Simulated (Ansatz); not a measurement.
# H₆OSi₂Zn: one species, many methods

The task here is to estimate one member of a computed series from the others.

Computed with Ansatz 0.2.0, Gaussian basis. Level: functionals in def2-TZVPP, the program's frozen cores in correlated methods.

Plan: LDA (SPW92), PBE-D4, revPBE-D4, BLYP-D4, r2SCAN-D4, B97M-V, PBE0-D4, B3LYP-D4, r2SCANh-D4, r2SCAN0-D4, HSE06-D4, BHLYP-D4, CAM-B3LYP-D4, LC-ωPBE, ωB97X-V, ωB97M-V, B2PLYP, PBE-QIDH; CCSD(T)/def2-SVP; CCSD(T)/def2-TZVPP; MP2/def2-QZVPP; extrapolation to the limit; RPA on PBE.

**The relaxed structure**

An earlier PBE0-D4 in a triple-zeta def2 set relaxation fixed the geometry.

SMILES `O[SiH2][SiH2][ZnH]`, 10 atoms, charge 0, spin multiplicity 1.

Atoms are counted from 1 here; the program's logs count them from 0.

Bond lengths: O1–Si2 1.657 Å, O1–H5 0.957 Å, Si2–Si3 2.345 Å, Si2–H6 1.485 Å, Si2–H7 1.494 Å, Si3–Zn4 2.376 Å, Si3–H8 1.494 Å, Si3–H9 1.496 Å, Zn4–H10 1.557 Å. Angles: Si2–O1–H5 117.6°, O1–Si2–Si3 112.9°, O1–Si2–H6 104.8°, O1–Si2–H7 110.7°, Si3–Si2–H6 111.6°, Si3–Si2–H7 108.2°, H6–Si2–H7 108.5°, Si2–Si3–Zn4 114.1°, Si2–Si3–H8 108.7°, Si2–Si3–H9 106.5°, Zn4–Si3–H8 110.5°, Zn4–Si3–H9 110.0°, H8–Si3–H9 106.7°, Si3–Zn4–H10 178.9°.

Coordinates:

```
O    -1.7946    1.3127    0.3384
Si   -0.3531    1.3061   -0.4784
Si    0.5694   -0.8400   -0.6860
Zn    0.8384   -1.9836    1.3797
H    -1.7775    1.0936    1.2703
H    -0.6643    1.8987   -1.8038
H     0.6473    2.1791    0.2074
H    -0.2810   -1.6392   -1.6188
H     1.8973   -0.6690   -1.3529
H     1.0012   -2.7095    2.7470
```

Set-up of the first run:

File in.yaml:

```yaml
crystal:
  periodic: [false, false, false]
  atoms:
    - {symbol: O, position_ang: [-1.794630, 1.312657, 0.338425]}
    - {symbol: Si, position_ang: [-0.353084, 1.306082, -0.478441]}
    - {symbol: Si, position_ang: [0.569406, -0.840008, -0.685951]}
    - {symbol: Zn, position_ang: [0.838412, -1.983601, 1.379695]}
    - {symbol: H, position_ang: [-1.777497, 1.093595, 1.270342]}
    - {symbol: H, position_ang: [-0.664341, 1.898750, -1.803760]}
    - {symbol: H, position_ang: [0.647293, 2.179113, 0.207363]}
    - {symbol: H, position_ang: [-0.280970, -1.639208, -1.618787]}
    - {symbol: H, position_ang: [1.897283, -0.668977, -1.352930]}
    - {symbol: H, position_ang: [1.001229, -2.709503, 2.747045]}
basis:
  gaussian: {orbitals: def2-TZVPP}
hamiltonian: {xc: lda}
output: {orbitals: {seedname: orbitals}}
```

The run is started by

```console
$ ansatz run in.yaml --threads 4 --pin off --events-out ev --progress --plain --max-ram 10444MiB
```

Among the steps run: LDA; PBE-D4 (GGA); revPBE-D4 (GGA); BLYP-D4 (GGA); r2SCAN-D4 (meta-GGA); B97M-V (meta-GGA); B3LYP-D4 (hybrid); r2SCANh-D4 (hybrid); r2SCAN0-D4 (hybrid); HSE06-D4 (hybrid); BHLYP-D4 (hybrid); CAM-B3LYP-D4 (range-separated); LC-ωPBE (range-separated); ωB97X-V (range-separated); ωB97M-V (range-separated); B2PLYP (double hybrid); PBE-QIDH (double hybrid).

One table of the session follows, with a row left open; its other results are not shown here.

It belongs to the step «Orbital energies across the functionals». 

```
  functional  HOMO (eV)  LUMO (eV)  gap (eV)
 LDA (SPW92)      -6.25      -2.31      3.94
      PBE-D4      -6.14      -2.11      4.03
   revPBE-D4      -6.09      -2.01      4.08
     BLYP-D4      -6.00      -2.02      3.98
   r2SCAN-D4          ?          ?         ?
      B97M-V      -6.46      -2.11      4.35
     PBE0-D4      -7.15      -1.40      5.75
    B3LYP-D4      -6.96      -1.62      5.34
  r2SCANh-D4      -6.75      -1.61      5.13
  r2SCAN0-D4      -7.31      -1.25      6.05
    HSE06-D4      -6.76      -1.75      5.01
    BHLYP-D4      -8.04      -0.72      7.32
CAM-B3LYP-D4      -8.37      -0.57      7.80
     LC-ωPBE      -9.66       0.48     10.13
     ωB97X-V      -9.32       0.35      9.68
     ωB97M-V      -9.11       0.07      9.18
```

Estimate the missing values for r2SCAN-D4.

Worked estimate for «HOMO (eV)». Against the share of exact exchange, r2SCANh-D4 (0.1, -6.75), r2SCAN0-D4 (0.25, -7.31) give a slope of -3.73 per unit share; at 0 the line stands at -6.38.

The run gave: HOMO (eV): -6.38; LUMO (eV): -1.86; gap (eV): 4.52. In «HOMO (eV)» the line misses by 0.00.
